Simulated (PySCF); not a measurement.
# The bond of KAl, level by level

What are the lowest state that PBE0 finds, the bond length, vibrational wavenumber and bond energy of KAl, and how much do these hang on the method?

Computed with PySCF 2.14.0. Level: K 6-31G(d,p), Al 6-31G(d,p), no relativity.

## Step 1: Input

The job is set up so:

```
atoms                         : K, Al
charge                        : 0
basis                         : K 6-31G(d,p), Al 6-31G(d,p)
Hamiltonian                   : no relativity
basis functions               : 50
electrons treated             : 32
masses in u                   : 38.9637, 26.9815
levels                        : PBE0, PBE, r²SCAN, B97-3, r²SCANh, M06-2X, LC-ωPBE, HF, MP2, SCS-MP2, CCSD, CCSD(T)
grid                          : 80 radial by 434 angular points
occupations                   : held fixed by the projection of orbital angular momentum
dissociation limit            : K + Al, each in its ground configuration
starting distance in angstrom : 3.140
values of 2S to try           : 0, 2
```

Started as:

```console
$ OMP_NUM_THREADS=1 python dia.py task.json out
```

The runs that follow: PBE0 along the bond; Excited determinants; PBE (GGA); r²SCAN (meta-GGA); B97-3; r²SCANh (hybrid meta-GGA); M06-2X (hybrid meta-GGA); LC-ωPBE (range-separated hybrid); UHF (mean field); Adding correlation.

Q: Predict the outcome of this session. Wanted: for each run, Re; ωe; De; μ.

As calculated:

Lowest PBE0 solution found, without spin–orbit coupling: ³Π (triplet), unpaired electrons σ ↑, π ↑. State 2 has its PBE0 minimum 0.14 eV higher. State 3 has its PBE0 minimum 0.17 eV higher, as a spin-mixed determinant (⟨S²⟩ = 1.01), so this is no gap between pure states. State 4 has its PBE0 minimum 0.47 eV higher. The other levels ran on the lowest alone.

```
      level  Re (Å)  ωe (cm⁻¹)  De (eV)  μ (D)
        UHF   3.523      125.6    0.187  -8.35
    UHF-MP2   3.472      131.9    0.354    n/a
UHF-SCS-MP2   3.480      128.9    0.289    n/a
   UHF-CCSD   3.483      131.5    0.375    n/a
UHF-CCSD(T)   3.478      133.4    0.405    n/a
        PBE   3.381      139.6     0.70  -6.10
     r²SCAN   3.387      145.4     0.76  -7.18
    r²SCANh   3.385      146.0     0.74  -7.38
       PBE0   3.375      144.3     0.65  -7.06
      B97-3   3.390      144.3     0.59  -6.88
     M06-2X   3.363      144.5     0.54  -5.85
    LC-ωPBE   3.331      159.4     0.63  -9.40
```

De is counted to K + Al in their ground configurations. A positive dipole means K(−)Al(+).

The methods spread over 0.193 Å in bond length, from LC-ωPBE to UHF. CCSD(T) can't serve as the judge here: for a weak bond in this basis it is far from its limit. Among the levels with a De in the table, it runs from 0.187 eV (UHF) to 0.76 eV (r²SCAN).

Correlated steps freeze 10 core orbitals.
